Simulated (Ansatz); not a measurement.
# TaTiSi4: from a guess to a relaxed structure, part 2 of 2

The task: take a trial cell of TaTiSi4 to zero force and stress, then test the end with a random kick.

Ansatz 0.2.0; DFT PBE, scalar-relativistic, plane waves, PAW. The steps go on from the part before.

**7. Random kick, then relaxation**

Atoms are moved at random (σ = 0.15 Å a coordinate) and the cell is strained at random (σ = 1.5 % a component).

input.yaml reads:

```yaml
crystal:
  lattice:
    - [3.496043053, -0.0321454347, -0.0048398455]
    - [0.0636882684, -7.1050758009, -0.0499430414]
    - [-0.0066351191, 1.7278989195, -6.9841103452]
  atoms:
    - { symbol: Ti, position: [0.4615754649, 0.9539816429, 0.7768339785] }
    - { symbol: Ti, position: [0.5244114529, 0.4997105458, 0.8036020004] }
    - { symbol: Ta, position: [-0.0450616605, 0.5590759837, 0.2047277436] }
    - { symbol: Ta, position: [0.0541206706, 0.0062895538, 0.2371376774] }
    - { symbol: Si, position: [0.4538437738, 0.786688074, 0.0982649529] }
    - { symbol: Si, position: [0.5353007067, 0.2875300504, 0.1325767503] }
    - { symbol: Si, position: [-0.0118890496, 0.730073231, 0.8528791861] }
    - { symbol: Si, position: [0.0672561712, 0.2283485288, 0.9018334894] }
    - { symbol: Si, position: [0.4802122304, 0.6159227438, 0.5044367485] }
    - { symbol: Si, position: [0.4419816456, 0.1065933931, 0.5122387524] }
    - { symbol: Si, position: [-0.0044536674, 0.8747716875, 0.488307063] }
    - { symbol: Si, position: [0.0427022614, 0.3510135652, 0.4871576576] }
basis:
  ecutwfc: 420
kpoints:
  mp_grid: { grid: [6, 4, 4] }
hamiltonian:
  xc: pbe
scf:
  occupations: { method: gaussian, width: 0.2 }
  lower_state_search: "off"
output:
  forces: true
  stress: true
  eigenvalues: true
relax:
  adjacent_minimum: "off"
  f_tol: 0.025
  max_steps: 60
  cell: { stress_tol: 0.25 }
```

Command:

```bash
$ ansatz run input.yaml --threads 4 --pin off --max-ram 8192MiB --backend cpu --events-out ev --progress --plain --runs-dir out
```

What it wrote:

```text
Warning: RAYON_NUM_THREADS=4 ignored (pool sized by the plan → 4); use --threads N
Engine: ansatz 0.2.0, aarch64-unknown-linux-gnu
Pseudopotentials: kind: paw
Pseudopotential: Ti, paw, valence charge 12, recommended cutoff 420 eV (normal), Ti.paw.azcp
Pseudopotential: Ta, paw, valence charge 13, recommended cutoff 420 eV (normal), Ta.paw.azcp
Pseudopotential: Si, paw, valence charge 4, recommended cutoff 420 eV (normal), Si.paw.azcp
Functional definition: PBE
  parameter kappa = 0.804
  parameter beta = 0.06672455060314922
  exchange = pbe_x(kappa = kappa, mu = beta*pi^2/3)
  correlation = pbe_c(beta = beta)
Crystal: 12 atoms, lattice volume = 173.770 Å³
Basis set: ecut = 420 eV, 3379 PW (Γ), exchange–correlation on 48×96×100 points (8 copies of the dense FFT grid, shifted against one another)
Bands: 53, of which v1, the nominal top of the filled ones, is band 41 counted from 1 (40 counted from 0)
Symmetry: 1 space group operations
Space group: P1 (ITA 1), of the structure as read, at distance tolerance 5.6e-5 Å
k-points: 52 of 96 (time reversal used)
Non-local potential: Ti, projectors of the file, l = 0: 3, l = 1: 2, l = 2: 3, l = 3: 1
Non-local potential: Ta, projectors of the file, l = 0: 3, l = 1: 2, l = 2: 2, l = 3: 1
Non-local potential: Si, projectors of the file, l = 0: 2, l = 1: 2, l = 2: 2
PAW form: soft (Blöchl's): semilocal exchange-correlation on the pseudo side does not see the compensation charge
PAW one-centre angular grid: Ti, 590 points (default); XC on 64 Gauss nodes
PAW one-centre angular grid: Ta, 590 points (default); XC on 64 Gauss nodes
PAW one-centre angular grid: Si, 110 points (default); XC on 64 Gauss nodes
Initial density: superposition of atomic densities (neutral atoms: chi_scale 0, normalization atom), corrected by the library's trained network
Initial wavefunctions: pseudopotential atomic-orbital guess
Functional: x = pbe(κ = 0.804, μ = 0.2195149727645171), c = pbe(β = 0.06672455060314922)
SCF iter   1: F=—  HF=-29950.343884 eV  |F-HF|=—  |Δ(HF+E_count)|=         —  Δρ=5.61e-3  dr2=8.14e-2  ethr=1.77e-3  ⟨swp⟩=6.6  Hψ=12074  notcnv=0
preconditioner: auto → Kerker (q_TF=auto, 2.407 Å⁻¹)  [metal: Δε(μ)=0.027 eV  Ē_g=6.621 eV  σ=0.200 eV  W_gap=0.08  n_scr=40 (ndim 8)  ℏωp=19.9 eV  f_vac=0.000  D(μ)=5.27/eV (n_scr^D=40)]
SCF iter   2: F=—  HF=-29950.340663 eV  |F-HF|=—  |Δ(HF+E_count)|=   3.22e-3  Δρ=3.02e-3  dr2=2.51e-2  ethr=9.93e-5  ⟨swp⟩=1.2  Hψ=3184  notcnv=0
SCF iter   3: F=—  HF=-29950.338484 eV  |F-HF|=—  |Δ(HF+E_count)|=   2.18e-3  Δρ=5.22e-4  dr2=1.09e-3  ethr=3.06e-5  ⟨swp⟩=2.4  Hψ=3488  notcnv=0
SCF iter   4: F=—  HF=-29950.338360 eV  |F-HF|=—  |Δ(HF+E_count)|=   1.24e-4  Δρ=1.46e-4  dr2=7.30e-5  ethr=1.33e-6  ⟨swp⟩=2.2  Hψ=3451  notcnv=0
SCF iter   5: F=—  HF=-29950.338350 eV  |F-HF|=—  |Δ(HF+E_count)|=   9.73e-6  Δρ=2.94e-5  dr2=2.20e-6  ethr=8.91e-8  ⟨swp⟩=2.1  Hψ=3550  notcnv=0
SCF iter   6: F=—  HF=-29950.338350 eV  |F-HF|=—  |Δ(HF+E_count)|=   1.82e-7  Δρ=8.09e-6  dr2=1.78e-7  ethr=2.68e-9  ⟨swp⟩=2.1  Hψ=3937  notcnv=0
SCF iter   7: F=-29950.338350 eV  HF=-29950.338350 eV  |F-HF|=5.73e-9  |Δ(HF+E_count)|=   1.62e-8  Δρ=1.70e-6  dr2=8.21e-9  ethr=1.22e-10  ⟨swp⟩=10.8  Hψ=11600  notcnv=0
SCF 1 converged in 7 iterations: F = -29950.338350 eV  dr2 = 8.21e-9
relax step   1: F+E_penalty+E_count = -29950.33834990 eV  Δ(F+E_penalty+E_count) = +0.000e0 eV  max|allowed force component| = 8.853e0 eV/Å  Δτ_max = 0.0000 Å  P = +17.136 GPa  Ω = 173.770 Å³  (7 SCF iters, dr2 threshold 1.00e-7 eV, accepted)
Crystal: 12 atoms, lattice volume = 177.777 Å³
Basis set: ecut = 420 eV, 3439 PW (Γ), exchange–correlation on 48×96×100 points (8 copies of the dense FFT grid, shifted against one another)
Initial density: handed on by an earlier stage of this run
Initial wavefunctions: those handed on with the density
iter 1 solved again at ethr=2.23e-3 eV; its pass at ethr=3.10e-3 eV (dr2=1.82e0 eV) is discarded
SCF iter   1: F=—  HF=-29954.049297 eV  |F-HF|=—  |Δ(HF+E_count)|=         —  Δρ=1.73e-2  dr2=1.75e0  ethr=2.23e-3  ⟨swp⟩=1.0  Hψ=13619  notcnv=0
preconditioner: auto → Kerker (q_TF=auto, 2.398 Å⁻¹)  [metal: Δε(μ)=0.011 eV  Ē_g=6.585 eV  σ=0.200 eV  W_gap=0.03  n_scr=40 (ndim 8)  ℏωp=19.7 eV  f_vac=0.000  D(μ)=5.47/eV (n_scr^D=40)]
SCF iter   2: F=—  HF=-29953.833918 eV  |F-HF|=—  |Δ(HF+E_count)|=   2.15e-1  Δρ=9.71e-3  dr2=6.11e-1  ethr=2.14e-3  ⟨swp⟩=1.0  Hψ=2756  notcnv=0
SCF iter   3: F=—  HF=-29953.718772 eV  |F-HF|=—  |Δ(HF+E_count)|=   1.15e-1  Δρ=1.20e-3  dr2=8.81e-3  ethr=7.45e-4  ⟨swp⟩=2.0  Hψ=3623  notcnv=0
SCF iter   4: F=—  HF=-29953.717678 eV  |F-HF|=—  |Δ(HF+E_count)|=   1.09e-3  Δρ=3.24e-4  dr2=3.84e-4  ethr=1.07e-5  ⟨swp⟩=2.1  Hψ=4020  notcnv=0
SCF iter   5: F=—  HF=-29953.717544 eV  |F-HF|=—  |Δ(HF+E_count)|=   1.34e-4  Δρ=8.34e-5  dr2=1.42e-5  ethr=4.68e-7  ⟨swp⟩=2.3  Hψ=4204  notcnv=0  defer=1
SCF iter   6: F=—  HF=-29953.717541 eV  |F-HF|=—  |Δ(HF+E_count)|=   2.61e-6  Δρ=2.26e-5  dr2=1.44e-6  ethr=1.46e-9  ⟨swp⟩=11.3  Hψ=13635  notcnv=0
SCF iter   7: F=-29953.717541 eV  HF=-29953.717541 eV  |F-HF|=2.21e-8  |Δ(HF+E_count)|=   7.83e-8  Δρ=4.80e-6  dr2=5.56e-8  ethr=1.46e-9  ⟨swp⟩=4.5  Hψ=8806  notcnv=0
SCF 2 converged in 7 iterations: F = -29953.717541 eV  dr2 = 5.56e-8
relax step   2: F+E_penalty+E_count = -29953.71754084 eV  Δ(F+E_penalty+E_count) = -3.379e0 eV  max|allowed force component| = 2.867e0 eV/Å  Δτ_max = 0.1949 Å  P = +4.807 GPa  Ω = 177.777 Å³  energy of the carried Pulay correction = -9.401e-4 eV  (7 SCF iters, dr2 threshold 1.20e-6 eV, accepted)
Crystal: 12 atoms, lattice volume = 171.411 Å³
Basis set: ecut = 420 eV, 3341 PW (Γ), exchange–correlation on 48×96×100 points (8 copies of the dense FFT grid, shifted against one another)
iter 1 solved again at ethr=1.99e-3 eV; its pass at ethr=3.10e-3 eV (dr2=1.63e0 eV) is discarded
SCF iter   1: F=—  HF=-29955.301667 eV  |F-HF|=—  |Δ(HF+E_count)|=         —  Δρ=1.96e-2  dr2=1.65e0  ethr=1.99e-3  ⟨swp⟩=1.0  Hψ=15793  notcnv=0
preconditioner: auto → Kerker (q_TF=auto, 2.413 Å⁻¹)  [metal: Δε(μ)=0.006 eV  Ē_g=6.768 eV  σ=0.200 eV  W_gap=0.02  n_scr=40 (ndim 8)  ℏωp=20.1 eV  f_vac=0.000  D(μ)=5.76/eV (n_scr^D=40)]
SCF iter   2: F=—  HF=-29955.109945 eV  |F-HF|=—  |Δ(HF+E_count)|=   1.92e-1  Δρ=1.13e-2  dr2=6.12e-1  ethr=1.99e-3  ⟨swp⟩=1.0  Hψ=2756  notcnv=0
SCF iter   3: F=—  HF=-29954.995141 eV  |F-HF|=—  |Δ(HF+E_count)|=   1.15e-1  Δρ=1.11e-3  dr2=4.14e-3  ethr=7.46e-4  ⟨swp⟩=2.0  Hψ=3534  notcnv=0
SCF iter   4: F=—  HF=-29954.995045 eV  |F-HF|=—  |Δ(HF+E_count)|=   9.59e-5  Δρ=4.02e-4  dr2=3.10e-4  ethr=5.05e-6  ⟨swp⟩=2.1  Hψ=4218  notcnv=0  defer=1
SCF iter   5: F=—  HF=-29954.995170 eV  |F-HF|=—  |Δ(HF+E_count)|=   1.25e-4  Δρ=7.88e-5  dr2=1.73e-5  ethr=3.78e-7  ⟨swp⟩=2.8  Hψ=4792  notcnv=0  defer=1
SCF iter   6: F=-29954.995167 eV  HF=-29954.995168 eV  |F-HF|=2.34e-7  |Δ(HF+E_count)|=   2.11e-6  Δρ=1.78e-5  dr2=6.57e-7  ethr=1.46e-9  ⟨swp⟩=11.3  Hψ=14192  notcnv=0
SCF 3 converged in 6 iterations: F = -29954.995167 eV  dr2 = 6.57e-7
relax step   3: F+E_penalty+E_count = -29954.99516740 eV  Δ(F+E_penalty+E_count) = -1.278e0 eV  max|allowed force component| = 1.458e0 eV/Å  Δτ_max = 0.2000 Å  P = +4.834 GPa  Ω = 171.411 Å³  energy of the carried Pulay correction = +5.638e-4 eV  (6 SCF iters, dr2 threshold 1.20e-6 eV, accepted)
[... 11 lines left out ...]
relax step   4: F+E_penalty+E_count = -29955.29711728 eV  Δ(F+E_penalty+E_count) = -3.019e-1 eV  max|allowed force component| = 5.942e-1 eV/Å  Δτ_max = 0.1004 Å  P = +1.916 GPa  Ω = 173.890 Å³  energy of the carried Pulay correction = -2.845e-5 eV  (6 SCF iters, dr2 threshold 1.20e-6 eV, accepted)
[... 11 lines left out ...]
relax step   5: F+E_penalty+E_count = -29955.40724149 eV  Δ(F+E_penalty+E_count) = -1.101e-1 eV  max|allowed force component| = 3.126e-1 eV/Å  Δτ_max = 0.1095 Å  P = -1.318 GPa  Ω = 177.747 Å³  energy of the carried Pulay correction = -9.331e-4 eV  (6 SCF iters, dr2 threshold 1.20e-6 eV, accepted)
[... 12 lines left out ...]
relax step   6: F+E_penalty+E_count = -29955.42768808 eV  Δ(F+E_penalty+E_count) = -2.045e-2 eV  max|allowed force component| = 4.071e-2 eV/Å  Δτ_max = 0.0201 Å  P = -0.001 GPa  Ω = 176.484 Å³  energy of the carried Pulay correction = -6.392e-4 eV  (6 SCF iters, dr2 threshold 1.20e-6 eV, accepted)
[... 11 lines left out ...]
relax step   7: F+E_penalty+E_count = -29955.42800048 eV  Δ(F+E_penalty+E_count) = -3.124e-4 eV  max|allowed force component| = 6.863e-3 eV/Å  Δτ_max = 0.0039 Å  P = -0.018 GPa  Ω = 176.483 Å³  energy of the carried Pulay correction = -6.388e-4 eV  (6 SCF iters, dr2 threshold 1.04e-7 eV, accepted)
Basis set: ecut = 420 eV, 3435 PW (Γ), exchange–correlation on 48×96×96 points (8 copies of the dense FFT grid, shifted against one another)
Initial wavefunctions: pseudopotential atomic-orbital guess (no wavefunctions were taken with the density)
iter 1 solved again at ethr=3.73e-7 eV; its pass at ethr=3.10e-3 eV (dr2=3.06e-4 eV) is discarded
SCF iter   1: F=—  HF=-29955.428522 eV  |F-HF|=—  |Δ(HF+E_count)|=         —  Δρ=1.43e-4  dr2=9.61e-7  ethr=3.73e-7  ⟨swp⟩=4.0  Hψ=19068  notcnv=0
preconditioner: auto → Kerker (q_TF=auto, 2.401 Å⁻¹)  [metal: Δε(μ)=0.035 eV  Ē_g=6.705 eV  σ=0.200 eV  W_gap=0.10  n_scr=40 (ndim 8)  ℏωp=19.8 eV  f_vac=0.000  D(μ)=5.69/eV (n_scr^D=40)]
SCF iter   2: F=—  HF=-29955.428797 eV  |F-HF|=—  |Δ(HF+E_count)|=   2.76e-4  Δρ=7.25e-5  dr2=2.53e-7  ethr=1.17e-9  ⟨swp⟩=2.2  Hψ=4142  notcnv=0
iter 3 did not close the SCF: its close was put off for the readings that it lacked (scf_convergence_deferred on its scf_iter line)
SCF iter   3: F=-29955.428818 eV  HF=-29955.428818 eV  |F-HF|=3.45e-9  |Δ(HF+E_count)|=   2.03e-5  Δρ=1.66e-6  dr2=1.63e-9  ethr=3.09e-10  ⟨swp⟩=2.1  Hψ=4911  notcnv=0
iter 4 did not close the SCF: its close was put off for the readings that it lacked (scf_convergence_deferred on its scf_iter line)
SCF iter   4: F=-29955.428818 eV  HF=-29955.428818 eV  |F-HF|=1.27e-10  |Δ(HF+E_count)|=   3.82e-9  Δρ=5.93e-7  dr2=2.92e-10  ethr=1.99e-12  ⟨swp⟩=2.7  Hψ=4288  notcnv=0
iter 5 did not close the SCF: its close was put off for the readings that it lacked (scf_convergence_deferred on its scf_iter line)
SCF iter   5: F=-29955.428818 eV  HF=-29955.428818 eV  |F-HF|=1.09e-11  |Δ(HF+E_count)|=  2.33e-10  Δρ=9.02e-8  dr2=1.10e-11  ethr=1.00e-12  ⟨swp⟩=1.0  Hψ=2757  notcnv=0
SCF iter   6: F=-29955.428818 eV  HF=-29955.428818 eV  |F-HF|=3.64e-12  |Δ(HF+E_count)|=  2.18e-11  Δρ=1.84e-8  dr2=8.57e-13  ethr=1.00e-12  ⟨swp⟩=3.7  Hψ=6760  notcnv=0
SCF 8 converged in 6 iterations: F = -29955.428818 eV  dr2 = 8.57e-13
relax step   8: F+E_penalty+E_count = -29955.42881780 eV  Δ(F+E_penalty+E_count) = -8.173e-4 eV  max|allowed force component| = 6.874e-3 eV/Å  Δτ_max = 0.0000 Å  P = -0.016 GPa  Ω = 176.483 Å³  stress off target by 3.63e-2 GPa  SCF on the basis re-selected at this cell (its energy is not comparable with the rows above)  (6 SCF iters)
basis re-selected at this cell: Δ(F+E_penalty+E_count) = -8.173e-4 eV, ΔP = +0.002 GPa vs the last step (what re-selecting the basis moved, of the pressure what is left beyond the Pulay correction that the steps carried, after the strain that the cell walked since its last selection, with what the two solves' SCF thresholds leave and, on support functions, any second-order correction that the steps lacked; it is no measure of the basis error at this ecutwfc). The dense FFT grid was sized anew with the basis: this SCF ran on 24×48×48 points, the steps before it on 24×48×50, so part of this shift can come from that change (see relax.cell in the input reference). This SCF's stress stands 3.63e-2 GPa from its target on what of the cell is left free (relax.cell.stress_tol is 2.50e-1 GPa) and its largest allowed force component is 6.87e-3 eV/Å (relax.f_tol is 2.50e-2 eV/Å): within both
SCF converged after 6 iterations
Free energy (F): -29955.428818 eV
Harris-Foulkes:  -29955.428818 eV  (|F-HF|=3.64e-12)
Internal energy: -29955.314945 eV  (E = F + TS)
E sigma→0 (E₀):  -29955.371881 eV
Entropy (-TS):   -0.113873 eV (-9.489 meV/atom)
Fermi energy:    14.011230 eV
--- Per-component energies (eV) ---
  E_band       = -428.460716
  E_kinetic    = 1625.449391
  E_local      = -3692.802973  (includes V_loc(G=0)·N_el)
  E_nonlocal   = 250.606642
  E_hartree    = 1511.683830
  E_xc         = -1086.645770
  E_vxc        = -1044.176509  (∫ρ·V_xc dr)
  E_paw        = -22992.339614  (= ΣΔE_a)
  E_vpaw       = -590.905542  (= ΣTr[D̂ρ^β])
  E_aug_tail   = 0.000605  (compensation charges beyond the density's cutoff)
  E_ewald      = -5571.267056
  E_smearing   = -0.113873  (= −TS)
  E_closure    = 0.000000  (closes the sum)
  Σ components = -29955.428818   (vs F -29955.428818, Δ=0.00e0)
--- Forces (eV/Å), atoms counted from 1 ---
  atom   1  Ti     0.00037123    -0.00064735     0.00643259
  atom   2  Ti     0.00011542     0.00010464     0.00687427
  atom   3  Ta     0.00047553    -0.00000323     0.00145849
  atom   4  Ta    -0.00090663    -0.00025167     0.00122208
  atom   5  Si     0.00017820     0.00012973    -0.00018273
  atom   6  Si     0.00007703     0.00003409    -0.00000990
  atom   7  Si    -0.00004867     0.00037662     0.00195549
  atom   8  Si    -0.00012530     0.00030639     0.00169982
  atom   9  Si    -0.00017087     0.00007319    -0.00477988
  atom  10  Si    -0.00004866     0.00000865    -0.00510611
  atom  11  Si     0.00008374    -0.00004267    -0.00457557
  atom  12  Si    -0.00000100    -0.00008815    -0.00498840
  max |Σ_I F_I| component: 2.22e-7 eV/Å
--- Stress (GPa, compression-positive) ---
       -0.034790       0.006147       0.001287
        0.006147      -0.010786      -0.001483
        0.001287      -0.001483      -0.002690
  P = ⅓ Tr σ = -0.0161 GPa (-0.161 kbar)
--- Band table (eV; the first three rows and the last of 52) ---
  k-point 0: bands = ["-54.2613", "-54.2585", "-42.9082", "-42.9042", "-20.9390", "-20.8319", "-20.8242", "-20.8180", "-20.7985", "-20.7880", "-19.3294", "-19.2603", "-19.2201", "-19.2118", "-19.2033", "-19.1969", "0.6037", "2.8750", "2.9308", "3.8888", "4.1640", "4.8714", "6.9229", "8.6480", "8.7687", "9.7267", "10.1749", "10.3961", "10.5863", "10.6109", "10.9230", "11.0538", "11.1243", "11.5201", "11.5966", "11.7260", "11.8216", "12.6485", "12.7526", "13.1488", "14.2096", "14.2884", "14.5682", "14.5691", "14.7613", "14.8402", "14.9031", "15.1649", "15.5088", "15.6528", "15.8301", "15.8987", "16.1752"]
  k-point 1: bands = ["-54.2613", "-54.2585", "-42.9082", "-42.9042", "-20.9390", "-20.8317", "-20.8242", "-20.8180", "-20.7985", "-20.7880", "-19.3294", "-19.2603", "-19.2203", "-19.2118", "-19.2033", "-19.1969", "0.7952", "2.2715", "2.9281", "3.9571", "4.0854", "5.6868", "7.0995", "7.9529", "9.3038", "9.5804", "9.8468", "10.1736", "10.4180", "10.5147", "10.5687", "11.0330", "11.1092", "11.6370", "11.7721", "11.9818", "12.1155", "12.5202", "12.5812", "13.4443", "14.1546", "14.2231", "14.5475", "14.6354", "14.6795", "14.7921", "15.0960", "15.2122", "15.5086", "15.5635", "15.8141", "15.8995", "16.1143"]
  k-point 2: bands = ["-54.2613", "-54.2585", "-42.9082", "-42.9042", "-20.9390", "-20.8316", "-20.8242", "-20.8180", "-20.7985", "-20.7880", "-19.3294", "-19.2603", "-19.2205", "-19.2118", "-19.2033", "-19.1969", "1.2037", "1.5902", "2.9304", "3.8886", "4.1648", "6.7067", "6.9245", "8.1563", "8.6444", "8.7681", "9.8966", "10.1749", "10.4412", "10.5327", "10.9250", "10.9582", "11.0933", "11.7264", "11.7577", "11.8229", "12.1617", "12.6492", "12.7520", "13.1489", "14.1119", "14.3533", "14.5169", "14.6905", "14.7093", "14.8401", "14.9035", "15.5090", "15.6537", "15.7394", "15.8979", "16.0884", "16.2141"]
  k-point 51: bands = ["-54.2576", "-54.2576", "-42.9030", "-42.9029", "-20.8923", "-20.8923", "-20.8703", "-20.8703", "-20.8138", "-20.8138", "-19.2876", "-19.2876", "-19.2579", "-19.2579", "-19.2100", "-19.2100", "4.2363", "4.2363", "4.4275", "4.4275", "4.8913", "4.8914", "4.9695", "4.9697", "9.0602", "9.0603", "9.1478", "9.1479", "9.8002", "9.8003", "10.0522", "10.0522", "10.6224", "10.6225", "10.6463", "10.6465", "10.9218", "10.9219", "11.2781", "11.2783", "15.0928", "15.0929", "15.1967", "15.1968", "15.5745", "15.5745", "15.7049", "15.7050", "15.8830", "15.8831", "16.0298", "16.0298", "16.3879"]
--- Relaxed structure (7 steps of the walk, 7 accepted, 1 SCFs on fresh bases) ---
  F+E_penalty+E_count = -29955.42881780 eV   max|allowed force component| = 6.874e-3 eV/Å   (the final SCF, on the basis selected at the relaxed cell)
  cell:  # Å, volume = 176.4827 Å³
    - [3.5893835903507236, -8.048409183205411e-5, -3.769261552589564e-5]
    - [0.00023666081907512763, -7.103744273677796, 0.0010270033516237287]
    - [-1.7597895216018775e-5, 1.7772385406550237, -6.921671744980824]
  atoms:
    - { symbol: Ti, position: [0.4999840275168814, 0.9475485371972487, 0.7903253203801428] }
    - { symbol: Ti, position: [0.49999551327535957, 0.4475582551125513, 0.7903300594851063] }
    - { symbol: Ta, position: [-1.5114568583063639e-5, 0.5539220475754112, 0.21576808313095436] }
    - { symbol: Ta, position: [3.2564180472326924e-5, 0.053919109913678966, 0.21576528756018265] }
    - { symbol: Si, position: [0.4999993938941704, 0.7767613752767414, 0.10717469562336962] }
    - { symbol: Si, position: [0.5000019111282098, 0.276760221516557, 0.10717139150135425] }
    - { symbol: Si, position: [-3.820109612792683e-6, 0.7181883138221494, 0.8726526397064087] }
    - { symbol: Si, position: [-6.394486081470935e-7, 0.2181848477462544, 0.8726422571113152] }
    - { symbol: Si, position: [0.4999977733535594, 0.6266609169275077, 0.5064915880865317] }
    - { symbol: Si, position: [0.500007694562179, 0.12665889194851865, 0.5064863340953554] }
    - { symbol: Si, position: [-2.0027543872581184e-6, 0.8769187317026556, 0.5075974792636213] }
    - { symbol: Si, position: [2.698970358806705e-6, 0.3769177512607241, 0.5075908641556559] }
```

Run time: 2 min. Hardware: 4 threads of Arm Neoverse V1, shared host; peak memory 0.76 GiB.

The steps of the relaxation:

| step | energy from step 1 (eV/cell) | largest force component (eV/Å) | pressure (GPa) | volume (Å³) |
| --- | --- | --- | --- | --- |
| 1 | 0.0000 | 8.8529 | 17.14 | 173.77 |
| 2 | -3.3792 | 2.8671 | 4.81 | 177.78 |
| 3 | -4.6568 | 1.4585 | 4.83 | 171.41 |
| 4 | -4.9588 | 0.5942 | 1.92 | 173.89 |
| 5 | -5.0689 | 0.3126 | -1.32 | 177.75 |
| 6 | -5.0893 | 0.0407 | 0.00 | 176.48 |
| 7 | -5.0896 | 0.0069 | -0.02 | 176.48 |
| 8 | -5.0905 | 0.0069 | -0.02 | 176.48 |

Step 1 is the start. Step 8 repeats the geometry before it on a plane-wave basis chosen anew for that cell, so its energy need not be comparable with the rows above.

|  | before | after | change |
| --- | --- | --- | --- |
| a (Å) | 3.496 | 3.589 | +2.7 % |
| b (Å) | 7.106 | 7.104 | 0.0 % |
| c (Å) | 7.195 | 7.146 | -0.7 % |
| α (°) | 103.49 | 104.41 | +0.9 % |
| β (°) | 90.10 | 90.00 | -0.1 % |
| γ (°) | 88.96 | 90.00 | +1.2 % |
| volume (Å³/atom) | 14.48 | 14.71 | +1.6 % |
| shortest distance (Å) | 2.141 | 2.420 | +13.0 % |
| space group (0.01 Å) | P1 | Amm2 | changed |

Against the unmoved cell on the same mesh the energy changed by -0.3 meV/atom and the volume by +0.2 %. At a tolerance of 0.1 Å, which suits this loose relaxation, its space group is Amm2.

**8. Results**

The summary covers parts 1 to 2.

| quantity | value |
| --- | --- |
| symmetry at the end (tolerance 0.05 Å) | space group Amm2 (No. 38) |
| conventional cell | a = 3.592 Å, b = 3.558 Å, c = 13.784 Å, α = 90.00°, β = 90.00°, γ = 90.00° |
| volume | 14.68 Å³/atom |
| energy over the elements | -0.42 eV/atom |
| gap on the mesh | none (metal) |

What this shows: The space group Amm2 (No. 38) is kept, at nearly the size of the first guess. It lies below the elements, which doesn't yet make it stable: competing phases were not computed in this session. The kicked cell came back to the same energy, so the end is stable against the distortions that fit this cell and this draw; modes that don't fit the cell aren't tested. Spin-orbit coupling is left out for Ta. Other magnetic orders were not searched.
